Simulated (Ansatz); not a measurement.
**MgC2S2N2 (element-swapped structure): how the settings move a single-point run**

How sensitive is a single-point run of MgC2S2N2 (element-swapped structure) to its settings? A reference run comes first, then four runs with altered input.

Computed with Ansatz 0.2.0 (reference: DFT PBE, plane waves, PAW, scalar-relativistic, no spin polarisation, unless a step's input says otherwise).

### 1 The system as given

It takes space group C2/m (No. 12, monoclinic). The conventional cell has a = 10.741 Å, b = 3.781 Å, c = 6.232 Å, α = 90.00°, β = 105.04°, γ = 90.00°. Around Mg (site symmetry 2/m) lie 2 N at 2.08 Å and 4 S at 2.59 Å. Around C (site symmetry m) lie 1 N at 1.19 Å. Around N (site symmetry m) lie 1 C at 1.19 Å. S (site symmetry m) has 1 C at 1.69 Å as nearest neighbours.

Structure file:

```xyz
7
Lattice="0.0000 3.7811 0.0000 5.3705 -1.8906 0.0000 1.6171 0.0000 -6.0190" Properties=species:S:1:pos:R:3 pbc="T T T"
Mg    0.0000    0.0000    0.0000
C     4.0358    1.8906   -4.6828
C     2.9518    0.0000   -1.3362
N     5.1944    1.8906   -4.9562
N     1.7933    0.0000   -1.0628
S     2.3704    1.8906   -4.4131
S     4.6172    0.0000   -1.6059
```

### 2 The reference run

Contents of input.yaml:

```yaml
crystal:
  lattice:
    - [0.0, 3.781107, 0.0]
    - [5.370546, -1.890553, 0.0]
    - [1.617075, 0.0, -6.019023]
  atoms:
    - { symbol: Mg, position: [0.0, 0.0, 0.0] }
    - { symbol: C, position: [0.75861, 0.51722, 0.778] }
    - { symbol: C, position: [0.24139, 0.48278, 0.222] }
    - { symbol: "N", position: [0.85963, 0.71926, 0.82342] }
    - { symbol: "N", position: [0.14037, 0.28074, 0.17658] }
    - { symbol: S, position: [0.6103, 0.2206, 0.7332] }
    - { symbol: S, position: [0.3897, 0.7794, 0.2668] }
  symmetry: { tolerance: 0.0003 }
kpoints:
  mp_grid: { grid: [5, 5, 3], shift: [0, 0, 0] }
magnetization:
  spin_polarized: false
scf:
  occupations: { method: fermi_dirac }
hamiltonian:
  pseudopotentials: { kind: paw }
  xc: pbe
basis:
  ecutwfc: 420
output:
  forces: true
  stress: true
  eigenvalues: true
```

On the command line:

```
$ ansatz run input.yaml --threads 1 --pin off --max-ram 2560MiB --backend cpu --events-out ev --progress --plain --runs-dir out
```

### 3 Changing settings: occupations.method gaussian, occupations.width 0.025, ecutwfc 29.4 Ry

input.yaml: that of step 2 with these lines changed.

```diff
@@ -19,3 +19,3 @@
 scf:
-  occupations: { method: fermi_dirac }
+  occupations: { method: gaussian, width: 0.025 }
 hamiltonian:
@@ -24,3 +24,3 @@
 basis:
-  ecutwfc: 420
+  ecutwfc: "29.4 Ry"
 output:
@@ -29 +29,5 @@
   eigenvalues: true
+  write_density: true
+  write_potential: true
+  elf: true
+  volumetric_format: npy
```

### 4 Variant: mp_grid.grid [2, 2, 2], scf.algorithm density_mixing, ecutwfc 25.7 Ry

input.yaml: that of step 2 with these lines changed.

```diff
@@ -15,3 +15,3 @@
 kpoints:
-  mp_grid: { grid: [5, 5, 3], shift: [0, 0, 0] }
+  mp_grid: { grid: [2, 2, 2], shift: [0, 0, 0] }
 magnetization:
@@ -20,2 +20,3 @@
   occupations: { method: fermi_dirac }
+  algorithm: density_mixing
 hamiltonian:
@@ -24,3 +25,3 @@
 basis:
-  ecutwfc: 420
+  ecutwfc: "25.7 Ry"
 output:
```

### 5 Changed: symmetry.detect false, ecutwfc 500 eV, xc_grid 2, tolerance left out

input.yaml: that of step 2 with these lines changed.

```diff
@@ -13,3 +13,3 @@
     - { symbol: S, position: [0.3897, 0.7794, 0.2668] }
-  symmetry: { tolerance: 0.0003 }
+  symmetry: { detect: false }
 kpoints:
@@ -24,3 +24,4 @@
 basis:
-  ecutwfc: 420
+  ecutwfc: "500 eV"
+  xc_grid: 2
 output:
```

### 6 Changed: occupations.method tetrahedron

input.yaml: that of step 2 with these lines changed.

```diff
@@ -19,3 +19,3 @@
 scf:
-  occupations: { method: fermi_dirac }
+  occupations: { method: tetrahedron }
 hamiltonian:
```

**Question.** What will these runs give? Wanted: for each run, ending; energy change; pressure; gap; force.

As calculated:

| run | ending | energy change | pressure (GPa) | gap (eV) | force (eV/Å) | cycles | time |
| --- | --- | --- | --- | --- | --- | --- | --- |
| reference | converged | 0 | -1.0 | 3.80 | 1.89 | 7 | 4.8 s |
| 1: occupations.method gaussian, occupations.width 0.025, ecutwfc 29.4 Ry | converged | +2.7 meV/atom (σ→0) | -1.0 | 3.80 | 1.88 | 7 | 5.6 s |
| 2: mp_grid.grid [2, 2, 2], scf.algorithm density_mixing, ecutwfc 25.7 Ry | converged | +56.2 meV/atom | -0.5 | 3.67 | 1.77 | 7 | 1.4 s |
| 3: symmetry.detect false, ecutwfc 500 eV, xc_grid 2, tolerance left out | converged | -2.2 meV/atom | -1.0 | 3.80 | 1.89 | 7 | 16 s |
| 4: occupations.method tetrahedron | converged | 0.0 meV/atom (σ→0) | -1.0 | 3.80 | 1.89 | 7 | 4.9 s |

Times don't compare one to one where runs were asked for different outputs or read a saved state (see the inputs); cycles may leave out searches for a lower state.

Residual by cycle in the longest SCF loop of each run; runs are numbered as in the table. The quantity is the density residual dr2, in eV.

| cycle | reference | run 1 | run 2 | run 3 | run 4 |
| --- | --- | --- | --- | --- | --- |
| 1 | 0.00508 | 0.00505 | 0.0095 | 0.0052 | 0.00504 |
| 2 | 0.00104 | 0.00106 | 0.00235 | 0.00104 | 0.00101 |
| 3 | 4.7e-4 | 4.8e-4 | 7.3e-4 | 4.6e-4 | 4.5e-4 |
| 4 | 4.3e-5 | 4.1e-5 | 7.3e-5 | 4.5e-5 | 4.2e-5 |
| 5 | 6.0e-6 | 5.8e-6 | 1.4e-5 | 6.0e-6 | 5.4e-6 |
| 6 | 8.8e-7 | 8.2e-7 | 9.2e-7 | 9.4e-7 | 8.1e-7 |
| 7 | 3.9e-8 | 3.9e-8 | 6.4e-8 | 4.8e-8 | 3.5e-8 |

**Reading.** Runs 1 and 2 ran under the cutoff that the potentials recommend, as the log warns, so basis error is mixed into their values.

The reference is no final answer either: the cell is far from equilibrium (forces up to 1.9 eV/Å), so its values aren't those of the relaxed material; the structure is made up and not relaxed.

The gaps are Kohn-Sham values of a semilocal functional, not quasiparticle or optical gaps. Such gaps usually fall short of the measured ones.
